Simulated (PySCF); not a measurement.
# C4H6GeN2S2 (Ge(NCS)2Me2): the cost of one run

Programs: PySCF 2.14.0, with density-fitted response routines of our own. Each step states its level of theory. These are calculated values for one molecule in the gas phase, unless marked as measured. Atoms are numbered from 0 throughout.

**1. The starting structure**

15 atoms, charge 0, multiplicity 1; geometry from: GFN2-xTB. The atoms were then displaced at random by about 0.03 Å, so the start is not that level's minimum.

Bonds of the start (Å): Ge0–N1 1.79, Ge0–N4 1.75, Ge0–C7 2.07, Ge0–C11 1.92, N1–C2 1.17, C2–S3 1.58, N4–C5 1.18, C5–S6 1.59, C7–H8 1.01, C7–H9 1.07, C7–H10 1.17, C11–H12 1.16, C11–H13 1.05, C11–H14 1.11.

**2. Geometry optimisation at PBE0-D3(BJ)/def2-SVP**

What the job is given:

```
{"job": {"xc": "PBE0", "basis": "def2-SVP", "d3": "d3bj", "grid": 1, "maxiter": 40, "shake": 0.03, "kind": "geom"}, "charge": 0, "multiplicity": 1}
Ge    -0.083570    -0.076140    -0.092120
N     -0.045410     0.003310     1.691850
C     -0.081370    -0.001860     2.864720
S      0.084670     0.001560     4.432540
N      1.584660    -0.037720    -0.627970
C      2.714140     0.007800    -0.975640
S      4.225830    -0.005080    -1.462720
C     -0.869150     1.745730    -0.692430
H     -0.830710     1.857580    -1.696210
H     -0.395050     2.540690    -0.164280
H     -1.992940     1.774810    -0.380240
C     -0.923800    -1.725040    -0.621660
H     -2.021090    -1.798990    -0.246760
H     -0.372490    -2.538690    -0.262180
H     -1.026470    -1.824060    -1.722900
```

Run with:

```
> OMP_NUM_THREADS=1 python probes_run.py task.json out
```

The driver reads the jobs from task.json and runs them one after another.

Q: Estimate the wall time and peak memory of this first job on 1 thread of Arm Neoverse V1, shared host.

About 2.4 min, with a peak of 0.82 GiB.
